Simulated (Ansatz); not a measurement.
**BaMnBiF (P4/nmm): equation of state**

One table from this session's results is given with a row withheld; the runs are named, their logs left out.

Computed with Ansatz 0.2.0 (DFT PBE, scalar-relativistic, plane waves, PAW, unless a step's input says otherwise).

Spin polarisation is switched off on purpose; where the compound carries moments, volume, stiffness and gap are then not the real material's.

**The starting structure**

It takes space group P4/nmm (No. 129, tetragonal). The conventional cell has a = 4.222 Å, b = 4.222 Å, c = 10.442 Å, α = 90.00°, β = 90.00°, γ = 90.00°. Ba (site symmetry 4mm) has 4 F at 2.64 Å as nearest neighbours. Mn (site symmetry -4m2) has 4 Bi at 2.66 Å and 4 Mn at 2.99 Å as nearest neighbours. Bi (site symmetry 4mm) is surrounded by 4 Mn at 2.66 Å. F (site symmetry -4m2) has 4 Ba at 2.64 Å as nearest neighbours.

As a file:

```xyz
8
Lattice="4.2220 0.0000 0.0000 0.0000 4.2220 0.0000 0.0000 0.0000 10.4417" Properties=species:S:1:pos:R:3 pbc="T T T"
Ba    0.0000    2.1110    6.8089
Ba    2.1110    0.0000    3.6328
Mn    2.1110    2.1110    0.0000
Mn    0.0000    0.0000    0.0000
Bi    0.0000    2.1110    1.6178
Bi    2.1110    0.0000    8.8239
F     2.1110    2.1110    5.2208
F     0.0000    0.0000    5.2208
```

This cell comes from an earlier session at PBE: 23.266 Å³/atom at 0.02 GPa, on a 6×6×4 mesh.

Volume factors to run: 0.980, 1.020, 0.960, 1.040.

The first run:

input.yaml reads:

```yaml
crystal:
  lattice:
    - [4.1936976078, 0.0, 0.0]
    - [0.0, 4.1936976078, 0.0]
    - [0.0, 0.0, 10.3715954707]
  atoms:
    - { symbol: Ba, position: [0.0, 0.5, 0.6520873074] }
    - { symbol: Ba, position: [0.5, 0.0, 0.3479126926] }
    - { symbol: Mn, position: [0.5, 0.5, 0.0] }
    - { symbol: Mn, position: [0.0, 0.0, 0.0] }
    - { symbol: Bi, position: [0.0, 0.5, 0.1549383749] }
    - { symbol: Bi, position: [0.5, 0.0, 0.8450616251] }
    - { symbol: F, position: [0.5, 0.5, 0.5] }
    - { symbol: F, position: [0.0, 0.0, 0.5] }
basis:
  ecutwfc: 420
  ecutrho_ratio: 4
kpoints:
  mp_grid: { grid: [6, 6, 4] }
hamiltonian:
  xc: pbe
scf:
  occupations: { method: gaussian, width: 0.05 }
output:
  forces: true
  stress: true
  eigenvalues: true
relax:
  f_tol: 0.01
  max_steps: 40
  cell: { stress_tol: 0.1, fix: [volume] }
```

Run with:

```bash
ansatz run input.yaml --threads 2 --pin off --max-ram 5120MiB --backend cpu --events-out ev --progress --plain --runs-dir out
```

Among the steps run: Scaling the volume by 0.980; At 1.020 of the relaxed volume; At 0.960 of the relaxed volume; Scaling the volume by 1.040.

One table of the session follows, with a row left open; its other results are not shown here.

It belongs to the step «Energy and pressure against volume». 

```
volume (Å³/atom)  energy (meV/atom)  pressure (GPa)
          22.335               6.93            2.47
          22.801               1.69            1.17
          23.266               0.00            0.02
          23.731                  ?               ?
          24.197               5.70           -1.89
```

**Question.** Estimate the row for volume (Å³/atom) = 23.731.

Worked estimate for «energy (meV/atom)». A straight line through the neighbours (23.266, 0.00) and (24.197, 5.70) gives 0.00 + (5.70 − 0.00) × (23.731 − 23.266) / (24.197 − 23.266) = 2.85; a parabola fitted to 3 rows on both sides gives 1.33.

As computed: energy (meV/atom): 1.47; pressure (GPa): -0.99. In «energy (meV/atom)» the line misses by +1.38 and the parabola by -0.14.
